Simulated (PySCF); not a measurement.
# C5H6F2: the cost of one run

Programs: PySCF 2.14.0, with density-fitted response routines of our own. Each step states its level of theory. These are calculated values for one molecule in the gas phase, unless marked as measured. Atoms are numbered from 0 throughout.

## 1. The molecule as given

13 atoms, charge 0, multiplicity 1; geometry from: PBE0-D3(BJ)/def2-SVP.

Bonds of the start (Å): F0–C1 1.37, C1–C2 1.52, C2–C3 1.47, C3–C4 1.29, C4–F5 1.31, C4–C6 1.47, C6–C3 1.55, C1–H7 1.10, C1–H8 1.10, C2–H9 1.10, C2–H10 1.10, C6–H11 1.10, C6–H12 1.10.

## 2. Core-electron binding energies: SCAN, X2C

What the job is given:

```
{"job": {"kind": "xps"}, "charge": 0, "multiplicity": 1}
F     -2.999494    -0.266307    -0.036766
C     -1.731524     0.115912    -0.385882
C     -0.761895    -0.279312     0.713129
C      0.632447     0.040571     0.366871
C      1.788439     0.593241     0.517600
F      2.578174     1.350284     1.232744
C      1.731297    -0.239007    -0.688151
H     -1.717684     1.207758    -0.544427
H     -1.459840    -0.374397    -1.336399
H     -0.862563    -1.365209     0.884268
H     -1.043707     0.225831     1.649871
H      2.219273    -1.228845    -0.706953
H      1.660022     0.226603    -1.685908
```

With the program's defaults for keys left out, this is: delta-SCF UKS SCAN, pcX-2 on the ionised atom, pcseg-1 elsewhere, spin-free X2C.

Command:

```console
> OMP_NUM_THREADS=1 python probes_run.py task.json out
```

The driver reads the jobs from task.json and runs them one after another.

Q: Estimate the wall time and peak memory of this first job on 1 thread of Arm Neoverse V1, shared host.

About 57 s, with a peak of 0.57 GiB.
